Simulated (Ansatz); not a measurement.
# Cl3GaH3N: the cost of one run

Program: Ansatz 0.2.0. Level of theory: RKS PBE/def2-SVP. These are calculated values, not measurements.

### Step 1. The structure to begin with

Bond lengths: Ga1–Cl2 2.590 Å, Ga1–Cl3 2.240 Å, Ga1–Cl4 2.240 Å, Ga1–N5 2.230 Å, N5–H6 1.060 Å, N5–H7 1.060 Å. Angles: Cl2–Ga1–Cl3 120.0°, Cl2–Ga1–Cl4 120.0°, Cl2–Ga1–N5 71.6°, Cl3–Ga1–Cl4 120.0°, Cl3–Ga1–N5 97.0°, Cl4–Ga1–N5 101.2°, Ga1–N5–H6 120.0°, Ga1–N5–H7 120.0°, H6–N5–H7 120.0°.

Structure file:

```xyz
8

Ga    0.0000    0.0000    0.0000
Cl    0.0000    0.0000    2.5900
Cl    1.9398    0.0000   -1.1200
Cl   -1.9398    0.0000   -1.1200
N     0.0932   -2.1142    0.7032
H    -0.4251   -2.8722    0.1737
H     0.6559   -2.3611    1.5669
H     0.0648   -1.4688    1.8808
```

### Step 2. A restrained relaxation towards end A

Springs on the bonds that form and break draw the guess towards this end; the thresholds are loose.

File input.yaml:

```yaml
crystal:
  periodic: [false, false, false]
  atoms:
    - { symbol: Ga, position_ang: [0.0, 0.0, 0.0] }
    - { symbol: Cl, position_ang: [0.0, 0.0, 2.59] }
    - { symbol: Cl, position_ang: [1.9398, 0.0, -1.12] }
    - { symbol: Cl, position_ang: [-1.9398, 0.0, -1.12] }
    - { symbol: "N", position_ang: [0.0932, -2.1142, 0.7032] }
    - { symbol: H, position_ang: [-0.4251, -2.8722, 0.1737] }
    - { symbol: H, position_ang: [0.6559, -2.3611, 1.5669] }
    - { symbol: H, position_ang: [0.0648, -1.4688, 1.8808] }
basis:
  gaussian: { orbitals: def2-SVP }
hamiltonian:
  xc: pbe
relax:
  f_tol: 0.15
  max_steps: 25
  restrain:
    - { distance: [0, 4], at: 3.13, k: 30.0 }
    - { distance: [7, 1], at: 2.57, k: 30.0 }
    - { distance: [0, 1], at: 2.24, k: 30.0 }
    - { distance: [7, 4], at: 1.06, k: 30.0 }
```

On the command line:

```
$ ansatz run input.yaml --threads 4 --pin off --max-ram 5120MiB --backend cpu --events-out ev --progress --plain --runs-dir out
```

Q: Estimate wall time and peak memory on 4 threads of Arm Neoverse V2, shared host.

About 14 s, with a peak of 0.18 GiB.
